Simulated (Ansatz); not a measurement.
# La (Lanthanum): properties at the relaxed cell

Aim: for La (Lanthanum), relax it again with other functionals.

Computed with Ansatz 0.2.0 (DFT PBE, scalar-relativistic, plane waves, PAW, unless a step's input says otherwise).

**1. The structure to begin with**

It takes space group P6_3/mmc (No. 194, hexagonal). The conventional cell has a = 3.769 Å, b = 3.769 Å, c = 12.077 Å, α = 90.00°, β = 90.00°, γ = 120.00°. La (site symmetry -3m) is surrounded by 12 La at 3.72 to 3.77 Å. La (site symmetry -6m2) is surrounded by 12 La at 3.72 to 3.77 Å.

As a file:

```cif
data_structure
_symmetry_space_group_name_H-M 'P 1'
_symmetry_Int_Tables_number 1
_cell_length_a 3.7688
_cell_length_b 3.7688
_cell_length_c 12.0767
_cell_angle_alpha 90.000
_cell_angle_beta 90.000
_cell_angle_gamma 120.000
_cell_volume 148.55
loop_
_atom_site_label
_atom_site_type_symbol
_atom_site_fract_x
_atom_site_fract_y
_atom_site_fract_z
_atom_site_occupancy
La1 La 0.00000 0.00000 0.00000 1
La2 La 0.00000 0.00000 0.50000 1
La3 La 0.33333 0.66667 0.75000 1
La4 La 0.66667 0.33333 0.25000 1
```

It is the result of an earlier relaxation at this level (volume 37.14 Å³/atom; gap on the mesh: none (metal)).

**2. Relaxing with PBEsol**

input.yaml

```yaml
crystal:
  lattice:
    - [3.7688155293, 0.0, 0.0]
    - [-1.8844077647, 3.2638899906, 0.0]
    - [0.0, 0.0, 12.0766570526]
  atoms:
    - { symbol: La, position: [0.0, 0.0, 0.0] }
    - { symbol: La, position: [0.0, 0.0, 0.5] }
    - { symbol: La, position: [0.3333333333, 0.6666666667, 0.75] }
    - { symbol: La, position: [0.6666666667, 0.3333333333, 0.25] }
basis:
  ecutwfc: 420
kpoints:
  mp_grid: { grid: [15, 15, 4] }
hamiltonian:
  xc: pbesol
scf:
  occupations: { method: gaussian, width: 0.1 }
output:
  forces: true
  stress: true
  eigenvalues: true
relax:
  adjacent_minimum: "off"
  f_tol: 0.005
  max_steps: 50
  cell: { stress_tol: 0.05 }
```

On the command line:

```sh
> ansatz run input.yaml --threads 2 --pin off --max-ram 5120MiB --backend cpu --events-out ev --progress --plain --runs-dir out
```

**3. Relaxing with PBE+D3(BJ)**

input.yaml, as its differences from that of step 2:

```diff
@@ -15,3 +15,4 @@
 hamiltonian:
-  xc: pbesol
+  xc: pbe
+  dispersion: d3bj
 scf:
```

**4. The cell under LDA**

input.yaml, as its differences from that of step 3:

```diff
@@ -15,4 +15,3 @@
 hamiltonian:
-  xc: pbe
-  dispersion: d3bj
+  xc: lda
 scf:
```

**5. Relaxing with r2SCAN**

input.yaml, as its differences from that of step 4:

```diff
@@ -11,3 +11,3 @@
 basis:
-  ecutwfc: 420
+  ecutwfc: 500
 kpoints:
@@ -15,3 +15,3 @@
 hamiltonian:
-  xc: lda
+  xc: r2scan
 scf:
```

(Steps that only read results are left out.)

**Question.** What will these runs give?

As calculated:

The volumes rise in the order LDA, PBEsol, PBE+D3(BJ), PBE, r2SCAN, over 15.7 %. r2SCAN comes nearest to the reported cell (-0.3 %), which holds thermal expansion that these runs lack. Spin-orbit coupling is left out for La.
